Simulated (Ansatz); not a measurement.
# C₂H₅FSi₂: a ladder of functionals and wavefunction methods

One table from this session's results is given with a row withheld; the runs are named, their logs left out.

Method: functionals in def2-TZVPP, the program's frozen cores in correlated methods; program: Ansatz 0.2.0, Gaussian basis.

Plan: PBE-D4, r2SCAN-D4, PBE0-D4, B3LYP-D4, ωB97X-V, ωB97M-V, B2PLYP; CCSD(T)/def2-TZVPP; MP2/def2-QZVPP; extrapolation to the limit.

## The relaxed structure

An earlier PBE0-D4 in a triple-zeta def2 set relaxation fixed the geometry.

SMILES `F[SiH]1C=C[SiH2]1`, 10 atoms, charge 0, spin multiplicity 1.

Atoms are counted from 1 here; the program's logs count them from 0.

Bond lengths: F1–Si2 1.604 Å, Si2–C3 1.863 Å, Si2–Si5 2.327 Å, Si2–H6 1.486 Å, C3–C4 1.351 Å, C3–H7 1.089 Å, C4–Si5 1.885 Å, C4–H8 1.089 Å, Si5–H9 1.488 Å, Si5–H10 1.489 Å. Angles: F1–Si2–C3 116.3°, F1–Si2–Si5 121.1°, F1–Si2–H6 105.4°, C3–Si2–Si5 76.2°, C3–Si2–H6 114.6°, Si5–Si2–H6 121.3°, Si2–C3–C4 103.5°, Si2–C3–H7 133.1°, C4–C3–H7 123.3°, C3–C4–Si5 106.4°, C3–C4–H8 122.8°, Si5–C4–H8 130.8°, Si2–Si5–C4 73.5°, Si2–Si5–H9 118.7°, Si2–Si5–H10 122.8°, C4–Si5–H9 113.6°, C4–Si5–H10 116.2°, H9–Si5–H10 108.2°.

As a file:

```xyz
10
charge 0, multiplicity 1
F    -2.64621    0.15211   -0.03129
Si   -1.15277    0.34588   -0.58373
C    -0.06113   -1.16383   -0.55964
C     1.00594   -0.76851    0.16879
Si    0.58686    0.94131    0.84211
H    -1.30516    0.97678   -1.92104
H    -0.12694   -2.13737   -1.04216
H     1.89483   -1.38517    0.29655
H     0.33363    0.95868    2.30815
H     1.55384    2.02882    0.52507
```

The first run:

Contents of in.yaml:

```yaml
crystal:
  periodic: [false, false, false]
  atoms:
    - {symbol: F, position_ang: [-2.646208, 0.152111, -0.031290]}
    - {symbol: Si, position_ang: [-1.152768, 0.345880, -0.583728]}
    - {symbol: C, position_ang: [-0.061132, -1.163834, -0.559639]}
    - {symbol: C, position_ang: [1.005941, -0.768510, 0.168787]}
    - {symbol: Si, position_ang: [0.586861, 0.941312, 0.842107]}
    - {symbol: H, position_ang: [-1.305160, 0.976779, -1.921044]}
    - {symbol: H, position_ang: [-0.126938, -2.137367, -1.042158]}
    - {symbol: H, position_ang: [1.894829, -1.385170, 0.296551]}
    - {symbol: H, position_ang: [0.333634, 0.958676, 2.308148]}
    - {symbol: H, position_ang: [1.553841, 2.028823, 0.525065]}
basis:
  gaussian: {orbitals: def2-TZVPP}
hamiltonian: {xc: pbe, dispersion: d4}
output: {forces: true, orbitals: {seedname: orbitals}}
```

On the command line:

```console
> ansatz run in.yaml --threads 4 --pin off --events-out ev --progress --plain --max-ram 10444MiB
```

Among the steps run: PBE-D4 (GGA); r2SCAN-D4 (meta-GGA); PBE0-D4 (hybrid); B3LYP-D4 (hybrid); ωB97X-V (range-separated); ωB97M-V (range-separated); B2PLYP (double hybrid); CCSD(T) in def2-TZVPP; MP2 in def2-QZVPP.

One of the session's tables, all rows but one given; the rest of the session is left out.

| method | atomisation energy (eV) |
| --- | --- |
| PBE-D4 | 39.888 |
| r2SCAN-D4 | 39.427 |
| PBE0-D4 | 39.329 |
| B3LYP-D4 | 39.181 |
| ωB97X-V | 39.531 |
| ωB97M-V | 39.398 |
| B2PLYP | 38.833 |
| HF/def2-TZVPP | 29.314 |
| MP2/def2-TZVPP | 38.970 |
| CCSD/def2-TZVPP | 37.674 |
| CCSD(T)/def2-TZVPP | ? |
| MP2/CBS | 40.056 |
| CCSD(T)/CBS | 39.367 |

Estimate the missing values for CCSD(T)/def2-TZVPP.

**Answer.** atomisation energy (eV): 38.282. In the column «atomisation energy (eV)» it lies between CCSD/def2-TZVPP (37.674) and B2PLYP (38.833).
